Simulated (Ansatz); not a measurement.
# Ba and its free atoms: cohesive energy from free atoms in Python

How large is the cohesive energy of Ba? The task is a cohesive energy from free atoms, for Ba and its free atoms.

The COD entry's cell or inner coordinates are ideal or old and differ from later refinements, so a difference from it is no clean test against experiment.

Computed with Ansatz 0.2.0, driven from Python. Level of theory: DFT LDA, plane waves, PAW.

**1. The structure**

Ba Im-3m: It takes space group Im-3m (No. 229, cubic). The conventional cell has a = 5.013 Å, b = 5.013 Å, c = 5.013 Å, α = 90.00°, β = 90.00°, γ = 90.00°. Ba (site symmetry m-3m) is surrounded by 8 Ba at 4.34 Å.

Ba Pmmm: It takes space group Pmmm (No. 47, orthorhombic). The conventional cell has a = 9.000 Å, b = 9.500 Å, c = 10.000 Å, α = 90.00°, β = 90.00°, γ = 90.00°.

The script reads ba_ba.cif:

```cif
data_Ba
_cell_length_a 4.341385
_cell_length_b 4.341385
_cell_length_c 4.341385
_cell_angle_alpha 109.47122
_cell_angle_beta 109.47122
_cell_angle_gamma 109.47122
_symmetry_space_group_name_H-M 'P 1'
_symmetry_Int_Tables_number 1
loop_
_symmetry_equiv_pos_as_xyz
'x, y, z'
loop_
_atom_site_label
_atom_site_type_symbol
_atom_site_fract_x
_atom_site_fract_y
_atom_site_fract_z
Ba1 Ba    0.000000    0.000000    0.000000
```

**2. The script**

File ba_cohesive.py:

```python
"""Binding of Ba against spin-polarised atoms in a box."""

from collections import Counter

import ansatz as az
from ase.io import read

FUNCTIONAL = "lda"
CUTOFF = 520
K_SPACING = 0.33
SMEARING = "fermi_dirac"
SMEARING_WIDTH = 0.02


def counts(outcome):
    return Counter(site.symbol for site in outcome.lattice.sites)

UNPAIRED = {"Ba": 0}  # unpaired electrons of the free atoms


def solve(name, crystal):
    calc = crystal.calculation()
    calc = calc.functional(FUNCTIONAL).basis(CUTOFF)
    calc = calc.kpoints(spacing=K_SPACING)
    calc = calc.occupations(SMEARING, width=SMEARING_WIDTH)
    if name.endswith(" atom"):
        calc = calc.kpoints(1, 1, 1).occupations("fermi_dirac", width=0.01)
        if UNPAIRED[name.split()[0]]:
            calc = calc.spin("collinear")
        return calc.run(threads=1, pin="off")
    calc = calc.relax(force_tolerance=0.03, cell=True)
    return calc.run(threads=1, pin="off")

phases = {}
atoms = read("ba_ba.cif")
ba = az.Crystal.from_ase(atoms)
phases["Ba"] = ba
# free atoms: a low-symmetry box, moments by the rule of Hund
for element, moment in UNPAIRED.items():
    phases[f"{element} atom"] = az.Lattice.orthorhombic(9.0, 9.5, 10.0).atom(element, (0.5, 0.5, 0.5), moment=moment or None)

done = {}
for name, crystal in phases.items():
    done[name] = solve(name, crystal)
    print(f"{name}: {done[name].report['energy_sigma0_ev']:.4f} eV, {len(done[name].lattice.sites)} atoms")

for element in UNPAIRED:
    atom = done[f"{element} atom"].report
    print(f"{element} atom: {atom['energy_sigma0_ev']:.4f} eV, moment {atom['magnetization_mub']:.2f} muB")
solid = done["Ba"]
n = counts(solid)
binding = (sum(k * done[f"{e} atom"].report["energy_sigma0_ev"] for e, k in n.items()) - solid.report["energy_sigma0_ev"]) / sum(n.values())
print(f"cohesive energy {binding:.3f} eV/atom = {96.4853 * binding:.0f} kJ/mol of atoms (no zero-point energy)")
```

**3. The calls as engine input**

The package turns the script's settings into the engine's input (first run):

```yaml
crystal:
  lattice:
    - [4.341385, 0.0, 0.0]
    - [-1.4471282880065743, 4.093097047014175, 0.0]
    - [-1.4471282880065743, -2.0465484273545127, 3.544726078383058]
  atoms:
    - { symbol: Ba, position: [0.0, 0.0, 0.0] }
basis:
  ecutwfc: 520.0
kpoints:
  mp_grid:
    kspacing: 0.33
hamiltonian:
  xc: lda
scf:
  occupations:
    method: fermi_dirac
    width: 0.02
relax:
  f_tol: 0.03
  cell: {}
```

**4. Running it**

The run is started by

```
$ python ba_cohesive.py
```

**Question.** What results will this script give? Wanted: cohesive energy, no zero point; moves of the relaxation of run 1; energy gained in run 1; last largest force component of run 1; relaxed conventional cell of run 1; space group at the end of run 1.

As calculated:

```
                                                  quantity                                                                      value
                            cohesive energy, no zero point                                                              2.051 eV/atom
                                             runs compared                                                                          2
                          moves of the relaxation of run 1                                                                          3
energy gained in run 1 (ahead of the last change of basis)                                                              33.9 meV/atom
                     last largest force component of run 1                                                                0.0000 eV/Å
                        relaxed conventional cell of run 1  a = 4.791 Å, b = 4.791 Å, c = 4.791 Å, α = 90.00°, β = 90.00°, γ = 90.00°
                           space group at the end of run 1                                                                      Im-3m
```

What this shows: Zero-point motion and spin-orbit terms of the atoms are left out, and both would lower it. In run 1, over 3 moves the cell shrank by 12.7 % in volume, and the space group stayed Im-3m. Reading the output:
- For the metals among these cells the mesh is coarse, so their volumes and pressures are rough.
- Of the deposited cell: the entry's cell lengths or inner coordinates differ somewhat from later room-temperature determinations.
- Free atoms in a box carry small image and symmetry errors, and spin-orbit coupling is left out.
